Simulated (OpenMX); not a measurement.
## HPbNO4 under changes of volume

One of the cells (14.059 Å³/atom); the others are scaled copies at fixed shape and fractional positions:

```
CELL_PARAMETERS angstrom
3.85707 0.00178 -0.03658
0.17353 4.33436 -0.01647
0.75803 0.83873 5.87662
ATOMIC_POSITIONS crystal
H 0.61511 0.89559 0.19844
Pb 0.64597 0.44651 0.91685
N 0.71474 0.23810 0.50058
O 0.16958 0.47007 0.77768
O 0.62919 0.97045 0.49845
O 0.56424 0.92583 0.03849
O 0.78022 0.42250 0.31951
```

The cell was built by a generator and needn't be a form met in nature.

```yaml
Program: OpenMX 3.8.5
Functional: PBE
Potentials_or_basis: OpenMX 2013 PBE set, H5.0-s2, Pb8.0-s3p2d2, N6.0-s2p2, O6.0-s2p2, fixed grid of 50 × 56 × 80 points
k_mesh: 7 × 7 × 5
Occupations: fermi-dirac, width 0.05 eV
Spin: no spin polarisation
```

```csv
volume (Å³/atom),energy over the lowest point (meV/atom),gap on the mesh (eV),largest force (eV/Å)
13.215,109.44,0.47,8.242
13.496,80.76,0.45,7.435
13.778,56.83,0.42,6.678
14.059,37.18,0.40,5.967
14.340,21.40,0.38,5.305
14.621,?,?,?
14.902,0.00,0.35,4.094
```

**Question.** What does the run at 14.621 Å³/atom give?

**Answer.** Energy over the lowest point 9.12 meV/atom; gap on the mesh 0.37 eV; largest force 4.681 eV/Å.

Worked out: A Birch-Murnaghan fit of order 3 (a polynomial in V^(-2/3)) to the other rows has no minimum within the range. It gives 9.13 meV/atom at 14.621 Å³/atom, against the run's 9.12. A straight line through the other rows of the gap, of slope -1.02 eV per unit of ln V, gives 0.36 eV, against the run's 0.37.

Energies are extrapolated to zero smearing.

Caveats: the basis has few d functions beyond the semicore shells, which can make volumes several per cent too large; spin-orbit coupling is left out, which as a rule narrows the gap of such compounds by several tenths of an eV; an odd mesh through Γ misses points on the zone boundary, where band edges often lie; the basis of atomic orbitals isn't converged, which shifts pressures, moduli and gaps; forces of over 1 eV/Å show positions far from the minimum, so gaps and moduli don't describe the material at rest.
